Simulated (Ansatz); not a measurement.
Input of an Ansatz 0.2.0 run:

Contents of input.yaml:

```yaml
crystal:
  lattice:
    - [3.8109987816, 0.0, 0.0]
    - [-1.9054993908, 3.3004217586, 0.0]
    - [0.0, 0.0, 24.2055]
  atoms:
    - { symbol: Se, position: [0.6666666667, 0.3333333334, 0.3098469356] }
    - { symbol: Sn, position: [0.0, 0.0, 0.3732312904] }
    - { symbol: Se, position: [0.3333333333, 0.6666666666, 0.4366156452] }
    - { symbol: Se, position: [0.6666666667, 0.3333333334, 0.5633843548] }
    - { symbol: Sn, position: [0.0, 0.0, 0.6267687096] }
    - { symbol: Se, position: [0.3333333333, 0.6666666666, 0.6901530644] }
hamiltonian:
  xc: pbe
  pseudopotentials: { kind: paw }
kpoints:
  mp_grid: { grid: [8, 8, 1] }
scf:
  occupations: { method: fermi_dirac, width: 0.05 }
output:
  forces: true
  eigenvalues: true
  write_density: true
  write_potential: true
  elf: true
  volumetric_format: npy
efield:
  axis: 3
  dipole_correction: true
  ramp_width: 0.04
```

Potentials or basis: Ansatz PAW.

Run with:

```console
$ ansatz run input.yaml --threads 4 --pin off --max-ram 11264MiB --backend cpu --events-out ev --progress --plain --runs-dir out
```

Predict the largest force.

0.800 eV/Å.

What does it give for the band gap on the k mesh?

0.88 eV, indirect (least direct gap 1.14 eV).

Estimate the work function of the upper face.

5.58 eV.

Forces on the atoms (eV/Å):
```
Se   0.000  0.000 -0.800
Sn   0.000  0.000 -0.036
Se   0.000  0.000  0.723
Se   0.000  0.000 -0.723
Sn   0.000  0.000  0.036
Se   0.000  0.000  0.800
```

Caveat: spin-orbit coupling is left out, which moves the levels of the heavy elements; the cell's inner coordinates are idealised or old, which leaves forces on the atoms.
